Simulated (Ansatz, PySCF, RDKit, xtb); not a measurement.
# ZnSiH3O+: from the formula to a structure

Task: start from the formula ZnSiH3O+ (charge +1), draw up candidate structures, narrow them down in stages, and characterise the one that lies lowest at 298.15 K.

Plan: many cheap relaxations first (GFN2-xTB), then density-functional screening, relaxation at PBE-D3(BJ)/def2-SVP, vibrations and a final energy. The numbers are computed, not measured.

8 further runs of the same task are left out: 8 set aside as unsound or not needed.

### 1 Possible bonding patterns

A program enumerates the bonding patterns with one Lewis structure each (two rings at most, one unusual centre or charged pair), with their diastereomers. O–O, O–halogen and N–halogen bonds and N–N–N chains are not drawn. That gives 13 candidates.

```
label               SMILES     spin
 c024      [OH2+][Si][ZnH]  singlet
 c101   [SiH+]=[O+][ZnH2-]  singlet
 c188      [OH2+][Zn][SiH]  singlet
 c212  [OH+]1[SiH+][ZnH-]1  singlet
 c388      [OH][Zn][SiH2+]  singlet
 c473      [OH2+][Si][ZnH]  triplet
 c644         O[SiH+][ZnH]  singlet
 c656      [OH2+][Zn][SiH]  triplet
 c705      [SiH][OH+][ZnH]  singlet
 c808   [OH+]=[Si+][ZnH2-]  singlet
 c840    [OH+]1[SiH2][Zn]1  singlet
 c872      [SiH][OH+][ZnH]  triplet
 c926      [SiH2+][O][ZnH]  singlet
```

Candidates are built by distance geometry, with a force field where one applies, in up to four conformers (letters a to d). 16 starts with atoms placed at random are added, to find patterns that the rules miss.

Q: Predict the outcome of this search (final energies at CCSD(T)/def2-TZVP).

| quantity | value |
| --- | --- |
| lowest structure found | [SiH2+][O][ZnH], singlet, C2v |
| next finalist | [OH][SiH2][Zn] ‡, singlet, 4.3 kcal/mol higher in G |
| share at equilibrium, among the finalists | 99.9 % |
| harmonic wavenumbers, lowest and highest (PBE-D3(BJ)/def2-SVP) | 57 and 2281 cm⁻¹ |
| rotational constants, same geometry | 4.963, 0.06301, 0.06222 cm⁻¹ |
| HOMO energy (PBE0/def2-TZVPD) | -13.70 eV |
| LUMO energy (PBE0/def2-TZVPD) | -7.89 eV |
| HOMO–LUMO gap (PBE0/def2-TZVPD) | 5.81 eV |
| lowest excitation (TD-CAM-B3LYP/def2-SVPD) | 5.13 eV (f = 0.000) |
| strongest of the states computed, same level | 7.85 eV (f = 0.333) |
| lowest triplet excitation, same level, Tamm-Dancoff | 4.76 eV |
| vertical ionisation energy | 16.29 eV |
| vertical recombination energy (electron added) | 5.94 eV |
| vertical triplet less singlet | +4.66 eV |

The lowest structure found is `[SiH2+][O][ZnH]`. Among the finalists first place is clear (4.3 kcal/mol); structures outside the list aren't covered. GFN2-xTB, r2SCAN-D4/def2-SVP, HF/def2-TZVP and MP2/def2-TZVP already put its bonding pattern lowest among the structures in one piece; HF/STO-3G and PBE-D3(BJ)/def2-SVP favour the singlet [OH][SiH2][Zn] ‡. Lowest found is not proven lowest: the search is finite, and each finalist counts with one conformer. Patterns outside the rules of the enumeration were met only by chance.

‡ marks the bonded skeleton alone, with all bonds drawn single: no Lewis structure was assigned that passes a check against the bond lengths.
